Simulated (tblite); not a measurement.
# C5H10BrFGe: the cost of one run

The runs use tblite 0.8.0 and PySCF 2.14.0, with density-fitted response routines of our own; the level of theory stands in each step. All values are computed, except where a source is named. Atoms are numbered from 0 throughout.

### 1 Starting geometry

18 atoms, charge 0, multiplicity 1; geometry from: force field or distance geometry start.

Bonds of the start (Å): C0–C1 1.34, C1–Ge2 1.93, Ge2–Br3 2.32, C1–C4 1.47, C4–C5 1.52, C4–C6 1.51, C6–F7 1.36, C0–H8 1.07, C0–H9 1.09, Ge2–H10 1.54, Ge2–H11 1.54, C4–H12 1.11, C5–H13 1.11, C5–H14 1.13, C5–H15 1.09, C6–H16 1.10, C6–H17 1.12.

### 2 Relaxing the molecule with GFN2-xTB

Job settings and geometry (Å):

```
{"job": {"kind": "relax", "xc": "GFN2-xTB", "basis": "xTB"}, "charge": 0, "multiplicity": 1}
C      1.036100    -1.127700     1.044400
C      0.683800    -0.194400     0.156900
Ge     2.007000     1.155300    -0.214700
Br     3.914900     0.058000    -0.963000
C     -0.623200    -0.146300    -0.523500
C     -1.342500     1.134900    -0.129700
C     -1.554000    -1.266500    -0.139900
F     -1.061900    -2.511900    -0.394000
H      1.994700    -1.107800     1.512400
H      0.339800    -1.919800     1.315400
H      2.369800     1.974100     1.035600
H      1.536900     2.083000    -1.354500
H     -0.488100    -0.165400    -1.623600
H     -0.937000     1.978400    -0.719000
H     -1.254700     1.298100     0.981200
H     -2.405500     1.001600    -0.344600
H     -2.523600    -1.074300    -0.615000
H     -1.701200    -1.163000     0.964000
```

Run with:

```
$ OMP_NUM_THREADS=1 python probes_run.py task.json out
```

One launch serves the whole session: the jobs run in the order shown.

Q: Estimate the wall time and peak memory of this first job on 1 thread of Arm Neoverse V1, shared host.

About 2.1 s, with a peak of 0.18 GiB.
